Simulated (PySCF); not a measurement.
# BF3H3P: the cost of one run

Computed with PySCF 2.14.0, with density-fitted response routines of our own, on a single molecule in the gas phase. Atoms are numbered from 0 throughout.

### Step 1. Starting geometry

8 atoms, charge 0, multiplicity 1; geometry from: GFN2-xTB. The atoms were then displaced at random by about 0.01 Å, so the start is not that level's minimum.

Bonds of the start (Å): B0–P1 1.90, P1–F2 1.60, P1–F3 1.58, P1–F4 1.58, B0–H5 1.15, B0–H6 1.19, B0–H7 1.20.

### Step 2. Geometry optimisation at PBE0-D3(BJ)/def2-SVP

The job: settings as JSON, then the geometry in Å.

```
{"job": {"xc": "PBE0", "basis": "def2-SVP", "d3": "d3bj", "grid": 1, "shake": 0.01, "kind": "geom"}, "charge": 0, "multiplicity": 1}
B      1.145880    -0.189170     0.029200
P     -0.729300     0.105160    -0.023570
F     -1.683910    -0.711090    -1.009360
F     -1.325120     1.519810    -0.383330
F     -1.637940    -0.127010     1.244510
H      1.245990    -1.297140     0.313510
H      1.530150     0.582760     0.849560
H      1.509380     0.097540    -1.073000
```

Command:

```
$ OMP_NUM_THREADS=1 python probes_run.py task.json out
```

The driver reads the jobs from task.json and runs them one after another.

Q: Estimate the wall time and peak memory of this first job on 1 thread of Arm Neoverse V1, shared host.

About 29 s, with a peak of 0.37 GiB.
